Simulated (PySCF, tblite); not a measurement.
# C5H7BSi: geometry, infrared bands and NMR shifts

Wanted: the infrared bands and NMR shifts of C5H7BSi (`BC#CC1=CC[SiH2]1`), by calculation.

The runs use tblite 0.8.0 and PySCF 2.14.0, with density-fitted response routines of our own; the level of theory stands in each step. All values are computed, except where a source is named. Atoms are numbered from 0 throughout.

## Step 1: The molecule as given

14 atoms, charge 0, multiplicity 1; geometry from: force field or distance geometry start.

Bonds of the start (Å): B0–C1 1.55, C1–C2 1.19, C2–C3 1.44, C3–C4 1.40, C4–C5 1.51, C5–Si6 1.73, Si6–C3 1.84, B0–H7 1.19, B0–H8 1.18, C4–H9 1.08, C5–H10 1.11, C5–H11 1.11, Si6–H12 1.48, Si6–H13 1.47.

## Step 2: Geometry optimisation with GFN2-xTB

What the job is given:

```
{"job": {"kind": "relax", "xc": "GFN2-xTB", "basis": "xTB"}, "charge": 0, "multiplicity": 1}
B      3.853800    -0.068800    -0.146000
C      2.307400    -0.087900    -0.142700
C      1.116700    -0.116600    -0.120100
C     -0.328000    -0.129100    -0.120900
C     -1.253300    -1.139200     0.151900
C     -2.464200    -0.271500    -0.073400
Si    -1.581400     1.175400    -0.443200
H      4.426300     0.934300     0.129800
H      4.455400    -1.056100    -0.377300
H     -1.151600    -2.182300     0.412900
H     -3.059200    -0.172700     0.858400
H     -3.066300    -0.628300    -0.931200
H     -1.628500     2.186700     0.635500
H     -1.628000     1.555500    -1.860600
```

Run with:

```console
$ OMP_NUM_THREADS=1 python probes_run.py task.json out
```

This one command runs all jobs of the session in turn.

**Question.** This job is followed by: GFN2-xTB harmonic vibrations, gas phase; GIAO PBE0/pcSseg-1 NMR shielding, non-relativistic, gas phase. Predict these results of the whole session: strongest single infrared mode (GFN2-xTB); zero-point energy (GFN2-xTB); ¹³C shifts against TMS (PBE0/pcSseg-1); ¹H shifts against TMS (PBE0/pcSseg-1, means over atoms taken as alike); ¹¹B shifts against BF3·OEt2 (PBE0/pcSseg-1); ²⁹Si shifts against TMS (PBE0/pcSseg-1).

As calculated:

| quantity | value |
| --- | --- |
| strongest single infrared mode (GFN2-xTB) | 2271 cm⁻¹, 497 km/mol |
| zero-point energy (GFN2-xTB) | 58.6 kcal/mol |
| ¹³C shifts against TMS (PBE0/pcSseg-1) | 158.6, 153.2, 133.1, 118.6, 19.8 ppm |
| ¹H shifts against TMS (PBE0/pcSseg-1, means over atoms taken as alike) | 6.91, 6.78, 5.20, 2.10 ppm |
| ¹¹B shifts against BF3·OEt2 (PBE0/pcSseg-1) | 63.2 ppm |
| ²⁹Si shifts against TMS (PBE0/pcSseg-1) | -30.4 ppm |

Over 100 steps the energy fell by 1.058 eV; of the close pairs, C5–Si6 changed most, 1.735 to 1.926 Å. No mode is imaginary among the 36: a minimum at this level. The strongest single mode, at 2271 cm⁻¹, moves mainly H13. GFN2-xTB is a fitted tight-binding method: band positions and strengths are rough. Its intensities can rank the bands wrongly. H9 (hydrogen on an alkene CH) lies farthest downfield among hydrogen, at 6.91 ppm; olefinic region.
